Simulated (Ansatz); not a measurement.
# SnH2O2 (SMILES [OH][Sn][OH]) at r2SCAN/def2-SVP (core potential)

Aim: the vertical ionisation energy of SnH2O2 at r2SCAN/def2-SVP (core potential), from 2 runs. 

Program for the calculation: Ansatz 0.2.0.

45 further runs of the same task are left out: 45 set aside as unsound or not needed.

## 1. Starting point

SnH2O2: 5 atoms, total charge 0, spin state singlet. SMILES: `[OH][Sn][OH]`. The coordinates come from a PBE0-D4/def2-TZVP relaxation. This is one conformer, not always the lowest.

Bond lengths: O1–Sn2 1.987 Å, Sn2–O3 1.966 Å, O1–H4 0.960 Å, O3–H5 0.964 Å. Angles: O1–Sn2–O3 91.9°, Sn2–O1–H4 116.9°, Sn2–O3–H5 111.9°.

## 2. A single-point energy at r2SCAN/def2-SVP (core potential)

Input file run.yaml:

```yaml
basis:
  gaussian:
    orbitals: def2-SVP
crystal:
  periodic: [false, false, false]
  atoms:
    - symbol: O
      position_ang: [-0.984300, 0.177800, -0.613800]
    - symbol: Sn
      position_ang: [-0.153700, -0.943900, 0.800900]
    - symbol: O
      position_ang: [1.561800, 0.002900, 0.636100]
    - symbol: H
      position_ang: [-1.901200, -0.005600, -0.831400]
    - symbol: H
      position_ang: [1.527200, 0.695100, -0.033300]
hamiltonian:
  xc: {name: r2SCAN}
accuracy: high
output: {orbitals: {seedname: orbitals}}
```

The run is started by

```console
$ ansatz run run.yaml --threads 1 --pin off --max-ram 3480MiB --events-out events.jsonl --progress --plain --runs-dir runs
```

The log of the run:

```text
Warning: RAYON_NUM_THREADS=1 ignored (pool sized by the plan → 1); use --threads N
Functional definition: r2SCAN
  name "r2SCAN"
  parameter k0 = 0.174
  parameter k1 = 0.065
  parameter a1 = 4.9479
  exchange = r2scan_x(k0 = k0, k1 = k1, a1 = a1)
  correlation = r2scan_c
1456 factors; integrals over basis functions are off by at most 3.2e-9 eV
mean field evaluation 1: about -9944.5591 eV, gradient 7.8e1 eV
mean field evaluation 2: about -9852.7489 eV, gradient 2.0e2 eV
mean field evaluation 4: about -9954.9407 eV, gradient 2.3e1 eV
mean field evaluation 8: about -9956.0076 eV, gradient 2.3e-1 eV
mean field evaluation 16: about -9956.0077 eV, gradient 9.2e-6 eV
mean field -9956.00768315 eV, -365.8765339315 hartree, gradient 9.2e-8 eV, S^2 0.000000; 0 other end points of the search recorded, 0 dependent functions left out
reference -9956.00768384 eV, -365.8765339567 hartree; 20, 20 occupied and 44, 44 virtual orbitals, 1456 factors
Total energy: -9956.00768384 eV, -365.8765339567 hartree
```

Wall time 7.5 s (1 thread of Arm Neoverse V1, shared host); peak memory 0.2 GiB.

## 3. The doublet cation

run.yaml: that of step 2 with these lines changed.

```diff
@@ -1,4 +1 @@
-basis:
-  gaussian:
-    orbitals: def2-SVP
 crystal:
@@ -16,4 +13,7 @@
       position_ang: [1.527200, 0.695100, -0.033300]
-hamiltonian:
-  xc: {name: r2SCAN}
+basis:
+  gaussian: {orbitals: def2-SVP}
+total_charge: 1
+magnetization: {spin_polarized: true, initial_magnetization: 1}
+hamiltonian: {xc: r2scan}
 accuracy: high
```

The run is started by

```console
$ ansatz run run.yaml --threads 1 --pin off --max-ram 3480MiB --events-out events.jsonl --progress --plain --runs-dir runs
```

The log of the run, cut to the lines that bear on the results:

```text
Warning: RAYON_NUM_THREADS=1 ignored (pool sized by the plan → 1); use --threads N
[... 7 set-up lines as earlier in the session ...]
1456 factors; integrals over basis functions are off by at most 3.2e-9 eV
mean field evaluation 1: about -9916.7171 eV, gradient 8.5e1 eV
mean field evaluation 2: about -9694.8246 eV, gradient 1.9e2 eV
mean field evaluation 4: about -9930.4191 eV, gradient 5.3e1 eV
mean field evaluation 8: about -9946.5065 eV, gradient 7.6e-1 eV
mean field evaluation 16: about -9946.5098 eV, gradient 7.7e-4 eV
mean field evaluation 32: about -9946.3581 eV, gradient 1.3e0 eV
mean field -9946.50984240 eV, -365.5274947218 hartree, gradient 1.0e-7 eV, S^2 0.758518; 5 other end points of the search recorded, 0 dependent functions left out
reference -9946.50984575 eV, -365.5274948448 hartree; 20, 19 occupied and 44, 45 virtual orbitals, 1456 factors
Total energy: -9946.50984575 eV, -365.5274948448 hartree
```

It took 20 s on 1 thread of Arm Neoverse V1, shared host; peak memory 0.32 GiB.

## 4. Results

Level: r2SCAN/def2-SVP (core potential).

| quantity | value |
| --- | --- |
| singlet SnH2O2: total energy | -365.87653 Eh |
| singlet SnH2O2: HOMO energy | -6.37 eV |
| singlet SnH2O2: LUMO energy | -2.33 eV |
| singlet SnH2O2: HOMO–LUMO gap | 4.04 eV |
| doublet cation: total energy | -365.52749 Eh |
| doublet cation: HOMO energy (highest over α and β) | -13.54 eV |
| doublet cation: LUMO energy (lowest over α and β) | -12.57 eV |
| doublet cation: ⟨S²⟩ | 0.759 |
| vertical ionisation energy (to the doublet cation) | 9.498 eV |

In words: The vertical ionisation energy comes to 9.50 eV (916 kJ/mol). −ε(HOMO) before ionisation, 6.37 eV, is 3.13 eV below this ionisation energy.
